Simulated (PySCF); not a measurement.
# C3H9B3N2: electronic excitations

Wanted: the electronic excitations of C3H9B3N2 (`C#CCBB(N)BN`), by calculation.

Programs: PySCF 2.14.0, with density-fitted response routines of our own. Each step states its level of theory. These are calculated values for one molecule in the gas phase, unless marked as measured. Atoms are numbered from 0 throughout.

### Step 1. The starting structure

17 atoms, charge 0, multiplicity 1; geometry from: GFN2-xTB.

Bonds of the start (Å): C0–C1 1.20, C1–C2 1.45, C2–B3 1.60, B3–B4 1.63, B4–N5 1.39, B4–B6 1.69, B6–N7 1.39, C0–H8 1.05, C2–H9 1.10, C2–H10 1.10, B3–H11 1.18, N5–H12 1.01, N5–H13 1.01, B6–H14 1.18, N7–H15 1.01, N7–H16 1.01.

### Step 2. Excited states and response: PBE0/def2-SVPD

The job: settings as JSON, then the geometry in Å.

```
{"job": {"kind": "uv", "xc": "PBE0", "basis": "def2-SVPD", "nstates": 8, "ntriplets": 3}, "charge": 0, "multiplicity": 1}
C      2.172880     0.501979    -2.169048
C      1.958220    -0.234717    -1.249902
C      1.731264    -1.110510    -0.121805
B      0.788521    -0.529033     1.028133
B     -0.363682     0.597032     0.749951
N     -0.275298     1.979907     0.881403
B     -1.817016    -0.105045     0.254098
N     -2.683637    -0.700145     1.159426
H      2.348540     1.145485    -2.978382
H      1.250280    -2.024436    -0.491755
H      2.704921    -1.419689     0.272953
H      0.858175    -1.135887     2.040233
H      0.565780     2.467859     1.144625
H     -1.027248     2.617030     0.672561
H     -2.157628    -0.149985    -0.875842
H     -2.507017    -0.744858     2.149613
H     -3.554055    -1.142958     0.910386
```

Level: TDDFT PBE0/def2-SVPD, vertical, gas phase, core orbitals frozen in the response.

Started as:

```
$ OMP_NUM_THREADS=1 python probes_run.py task.json out
```

The driver reads the jobs from task.json and runs them one after another.

What will the session give for the following? lowest singlet (PBE0/def2-SVPD); lowest triplet. Wanted: lowest singlet; lowest triplet.

**Answer**, as computed:

```
                       quantity                        value
lowest singlet (PBE0/def2-SVPD)  4.20 eV (295 nm), f = 0.046
                 lowest triplet                      3.29 eV
```

In words: The lowest singlet, at 4.20 eV, is HOMO→LUMO 0.97 and is weak. The lowest triplet lies 0.92 eV below the lowest singlet (triplets in Tamm-Dancoff, singlets in full TDDFT).
